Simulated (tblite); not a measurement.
# C5H10F2OSi: the cost of one run

Programs: tblite 0.8.0 and PySCF 2.14.0, with density-fitted response routines of our own. Each step states its level of theory. These are calculated values for one molecule in the gas phase, unless marked as measured. Atoms are numbered from 0 throughout.

### Step 1. Starting geometry

19 atoms, charge 0, multiplicity 1; geometry from: force field or distance geometry start.

Bonds of the start (Å): C0–C1 1.48, C1–C2 1.30, C2–C3 1.47, C3–F4 1.41, C1–O5 1.41, O5–Si6 1.73, Si6–C7 1.86, C7–F8 1.38, C0–H9 1.13, C0–H10 1.08, C0–H11 1.13, C2–H12 1.11, C3–H13 1.10, C3–H14 1.11, Si6–H15 1.47, Si6–H16 1.45, C7–H17 1.11, C7–H18 1.10.

### Step 2. Relaxing the molecule with GFN2-xTB

What the job is given:

```
{"job": {"kind": "relax", "xc": "GFN2-xTB", "basis": "xTB"}, "charge": 0, "multiplicity": 1}
C      1.189700    -1.351000     0.258900
C      0.717000     0.039600     0.399800
C      1.431800     1.112000     0.210400
C      2.835500     1.167800    -0.227500
F      3.500900     1.836600     0.817300
O     -0.621300     0.215400     0.812000
Si    -1.791100    -0.597900    -0.174300
C     -3.411000     0.245700     0.197800
F     -4.377800    -0.735600     0.280100
H      0.444100    -1.867000    -0.423200
H      2.193400    -1.490000    -0.104100
H      1.012700    -1.883800     1.243400
H      0.931700     2.091600     0.371600
H      3.332100     0.191200    -0.332100
H      2.929200     1.758400    -1.161400
H     -1.834200    -2.031300     0.153100
H     -1.520400    -0.426600    -1.592300
H     -3.320700     0.746900     1.182000
H     -3.651300     0.987100    -0.579000
```

Run with:

```console
> OMP_NUM_THREADS=1 python probes_run.py task.json out
```

This one command runs all jobs of the session in turn.

**Question.** How long does this first job take on 1 thread of Arm Neoverse V2, shared host?

About 1.6 s.
